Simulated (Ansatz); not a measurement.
**AlF2HO: vertical ionisation energy**

One table from this session's results is given with a row withheld; the runs are named, their logs left out.

Computed with Ansatz 0.2.0, Gaussian basis. Level: unrestricted cation, the program's frozen cores in correlated methods.

The runs, in order: UKS PBE-D4/def2-TZVPP; UKS r2SCAN-D4/def2-TZVPP; UKS PBE0-D4/def2-TZVPP; UKS B3LYP-D4/def2-TZVPP; UKS wB97X-V/def2-TZVPP; UKS wB97M-V/def2-TZVPP; UKS B2PLYP/def2-TZVPP; UHF-CCSD(T)/def2-TZVPP; UHF-MP2/def2-QZVPP; extrapolation to the limit; then −ε(HOMO) from the neutral's earlier runs with LDA (SPW92), PBE-D4, revPBE-D4, BLYP-D4, r2SCAN-D4, B97M-V, PBE0-D4, B3LYP-D4, r2SCANh-D4, r2SCAN0-D4, HSE06-D4, BHLYP-D4, CAM-B3LYP-D4, LC-ωPBE, ωB97X-V, ωB97M-V.

## The relaxed structure

An earlier PBE0-D4 in a triple-zeta def2 set relaxation fixed the geometry.

SMILES `[OH][Al]([F])[F]`, 5 atoms, charge 0, spin multiplicity 1.

Atoms are counted from 1 here; the program's logs count them from 0.

Bond lengths: O1–Al2 1.674 Å, O1–H5 0.955 Å, Al2–F3 1.633 Å, Al2–F4 1.638 Å. Angles: Al2–O1–H5 123.7°, O1–Al2–F3 119.0°, O1–Al2–F4 122.4°, F3–Al2–F4 118.6°.

As a file:

```mol
AlF2HO
  3D, bonds by distance, orders not assigned

  5  4  0  0  0  0  0  0  0  0999 V2000
    0.0045    1.2270    0.0024 O   0  0
    0.1857   -0.4352    0.0921 Al  0  0
    1.4874   -1.0506    0.8626 F   0  0
   -0.8979   -1.4718   -0.5667 F   0  0
   -0.7299    1.6571   -0.4318 H   0  0
  1  2  8  0
  2  3  8  0
  2  4  8  0
  1  5  8  0
M  END
```

Set-up of the first run:

The input, in.yaml:

```yaml
crystal:
  periodic: [false, false, false]
  atoms:
    - {symbol: O, position_ang: [0.004546, 1.227001, 0.002435]}
    - {symbol: Al, position_ang: [0.185689, -0.435246, 0.092061]}
    - {symbol: F, position_ang: [1.487426, -1.050604, 0.862617]}
    - {symbol: F, position_ang: [-0.897938, -1.471808, -0.566696]}
    - {symbol: H, position_ang: [-0.729923, 1.657057, -0.431816]}
basis:
  gaussian: {orbitals: def2-TZVPP}
total_charge: 1
magnetization: {spin_polarized: true, initial_magnetization: 1}
hamiltonian: {xc: pbe, dispersion: d4}
```

Steps of the session up to this table: Cation, UKS PBE-D4/def2-TZVPP; Cation, UKS r2SCAN-D4/def2-TZVPP; Cation, UKS PBE0-D4/def2-TZVPP; Cation, UKS B3LYP-D4/def2-TZVPP; Cation, UKS wB97X-V/def2-TZVPP; Cation, UKS wB97M-V/def2-TZVPP; Cation, UKS B2PLYP (frozen core)/def2-TZVPP; Cation, UHF-CCSD(T)/def2-TZVPP; Cation, UHF-MP2/def2-QZVPP.

One table of the session follows, with a row left open; its other results are not shown here.

Orbital estimates, from the neutral's runs:

```
  functional  −ε(HOMO) (eV)
 LDA (SPW92)           8.45
      PBE-D4           8.20
   revPBE-D4           8.11
     BLYP-D4           8.11
   r2SCAN-D4              ?
      B97M-V           8.62
     PBE0-D4           9.95
    B3LYP-D4           9.67
  r2SCANh-D4           9.24
  r2SCAN0-D4          10.23
    HSE06-D4           9.53
    BHLYP-D4          11.64
CAM-B3LYP-D4          11.51
     LC-ωPBE          12.92
     ωB97X-V          12.52
     ωB97M-V          12.45
```

Q: Estimate the row for r2SCAN-D4 from the others.

Worked estimate for «−ε(HOMO) (eV)». Against the share of exact exchange, r2SCANh-D4 (0.1, 9.24), r2SCAN0-D4 (0.25, 10.23) give a slope of 6.60 per unit share; at 0 the line stands at 8.58.

The run gave: −ε(HOMO) (eV): 8.59. In «−ε(HOMO) (eV)» the line misses by -0.01.
